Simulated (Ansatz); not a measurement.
**C9H22Ge: a ladder of functionals and wavefunction methods**

An exercise on one series of results from a longer session: the logs are not shown, and one member is left open.

The runs use Ansatz 0.2.0, Gaussian basis; functionals in def2-TZVPP, the program's frozen cores in correlated methods.

Levels to be run: LDA (SPW92), PBE-D4, revPBE-D4, BLYP-D4, r2SCAN-D4, B97M-V, PBE0-D4, B3LYP-D4, r2SCANh-D4, r2SCAN0-D4, HSE06-D4, BHLYP-D4, CAM-B3LYP-D4, LC-ωPBE, ωB97X-V, ωB97M-V, B2PLYP, PBE-QIDH; CCSD(T)/def2-SVP; CCSD(T)/def2-TZVPP; MP2/def2-QZVPP; extrapolation to the limit; RPA on PBE.

**The geometry**

An earlier PBE0-D4 in a triple-zeta def2 set relaxation fixed the geometry.

SMILES `C[CH](C)[GeH]([CH](C)C)[CH](C)C`, 32 atoms, charge 0, spin multiplicity 1.

Atoms are counted from 1 here; the program's logs count them from 0.

Bond lengths: C1–C2 1.523 Å, C1–H11 1.093 Å, C1–H12 1.094 Å, C1–H13 1.096 Å, C2–C3 1.523 Å, C2–Ge4 1.978 Å, C2–H14 1.096 Å, C3–H15 1.095 Å, C3–H16 1.096 Å, C3–H17 1.093 Å, Ge4–C5 1.983 Å, Ge4–C8 1.978 Å, Ge4–H18 1.554 Å, C5–C6 1.523 Å, C5–C7 1.524 Å, C5–H19 1.097 Å, C6–H20 1.096 Å, C6–H21 1.094 Å and more. Angles: C2–C1–H11 112.3°, C2–C1–H12 111.3°, C2–C1–H13 111.0°, H11–C1–H12 107.6°, H11–C1–H13 107.5°, H12–C1–H13 106.9°, C1–C2–C3 111.4°, C1–C2–Ge4 112.0°, C1–C2–H14 108.5°, C3–C2–Ge4 111.2°, C3–C2–H14 108.2°, Ge4–C2–H14 105.2°, C2–C3–H15 111.4°, C2–C3–H16 111.0°, C2–C3–H17 112.0°, H15–C3–H16 107.0°, H15–C3–H17 107.5°, H16–C3–H17 107.7° and more.

The first run:

in.yaml

```yaml
crystal:
  periodic: [false, false, false]
  atoms:
    - {symbol: C, position_ang: [1.417099, -0.769036, 2.081153]}
    - {symbol: C, position_ang: [0.884775, 0.614182, 1.730476]}
    - {symbol: C, position_ang: [0.036652, 1.185613, 2.858381]}
    - {symbol: Ge, position_ang: [-0.108342, 0.614518, 0.019513]}
    - {symbol: C, position_ang: [-1.713498, -0.543672, 0.143925]}
    - {symbol: C, position_ang: [-2.874529, 0.001697, -0.677805]}
    - {symbol: C, position_ang: [-1.404886, -1.989731, -0.225292]}
    - {symbol: C, position_ang: [1.076228, 0.069822, -1.467324]}
    - {symbol: C, position_ang: [0.381260, 0.219158, -2.814432]}
    - {symbol: C, position_ang: [2.382084, 0.852623, -1.434222]}
    - {symbol: H, position_ang: [2.044822, -1.185882, 1.288778]}
    - {symbol: H, position_ang: [0.600411, -1.474890, 2.261188]}
    - {symbol: H, position_ang: [2.019613, -0.738023, 2.995859]}
    - {symbol: H, position_ang: [1.736907, 1.284569, 1.568296]}
    - {symbol: H, position_ang: [-0.843374, 0.563919, 3.051378]}
    - {symbol: H, position_ang: [0.605953, 1.233075, 3.793551]}
    - {symbol: H, position_ang: [-0.316370, 2.195272, 2.633424]}
    - {symbol: H, position_ang: [-0.572111, 2.071361, -0.256934]}
    - {symbol: H, position_ang: [-2.003025, -0.514831, 1.201341]}
    - {symbol: H, position_ang: [-3.766378, -0.623996, -0.557575]}
    - {symbol: H, position_ang: [-2.636726, 0.022394, -1.745470]}
    - {symbol: H, position_ang: [-3.138960, 1.020085, -0.384131]}
    - {symbol: H, position_ang: [-0.599583, -2.412462, 0.380280]}
    - {symbol: H, position_ang: [-1.106130, -2.079689, -1.273723]}
    - {symbol: H, position_ang: [-2.288104, -2.623477, -0.087429]}
    - {symbol: H, position_ang: [1.301374, -0.991305, -1.306844]}
    - {symbol: H, position_ang: [0.093118, 1.258916, -2.997599]}
    - {symbol: H, position_ang: [-0.523855, -0.388845, -2.884161]}
    - {symbol: H, position_ang: [1.044125, -0.083806, -3.632974]}
    - {symbol: H, position_ang: [3.039952, 0.551387, -2.257295]}
    - {symbol: H, position_ang: [2.932275, 0.701370, -0.502258]}
    - {symbol: H, position_ang: [2.203219, 1.927380, -1.540974]}
basis:
  gaussian: {orbitals: def2-TZVPP}
hamiltonian: {xc: lda}
output: {orbitals: {seedname: orbitals}}
```

On the command line:

```sh
$ ansatz run in.yaml --threads 11 --pin off --events-out ev --progress --plain --max-ram 110592MiB --backend cuda --devices 0, --max-vram 75GiB
```

Steps of the session up to this table: LDA; PBE-D4 (GGA); revPBE-D4 (GGA); BLYP-D4 (GGA); r2SCAN-D4 (meta-GGA); B97M-V (meta-GGA); B3LYP-D4 (hybrid); r2SCANh-D4 (hybrid); r2SCAN0-D4 (hybrid); HSE06-D4 (hybrid); BHLYP-D4 (hybrid); CAM-B3LYP-D4 (range-separated); LC-ωPBE (range-separated); ωB97X-V (range-separated); ωB97M-V (range-separated); B2PLYP (double hybrid); PBE-QIDH (double hybrid).

One of the session's tables, all rows but one given; the rest of the session is left out.

```
  functional  HOMO (eV)  LUMO (eV)  gap (eV)
 LDA (SPW92)      -6.14      -0.12      6.02
      PBE-D4          ?          ?         ?
   revPBE-D4      -5.99       0.28      6.27
     BLYP-D4      -5.93       0.18      6.11
   r2SCAN-D4      -6.26       0.70      6.96
      B97M-V      -6.38       0.18      6.56
     PBE0-D4      -7.21       0.94      8.15
    B3LYP-D4      -7.03       0.64      7.67
  r2SCANh-D4      -6.69       0.95      7.65
  r2SCAN0-D4      -7.35       1.31      8.66
    HSE06-D4      -6.81       0.57      7.39
    BHLYP-D4      -8.31       1.60      9.91
CAM-B3LYP-D4      -8.53       1.75     10.27
     LC-ωPBE      -9.81       3.04     12.85
     ωB97X-V      -9.50       2.78     12.28
     ωB97M-V      -9.38       2.39     11.77
```

**Question.** Estimate the row for PBE-D4.

The run gave: HOMO (eV): -6.04; LUMO (eV): 0.14; gap (eV): 6.18. In the column «HOMO (eV)» it lies between LDA (SPW92) (-6.14) and revPBE-D4 (-5.99).
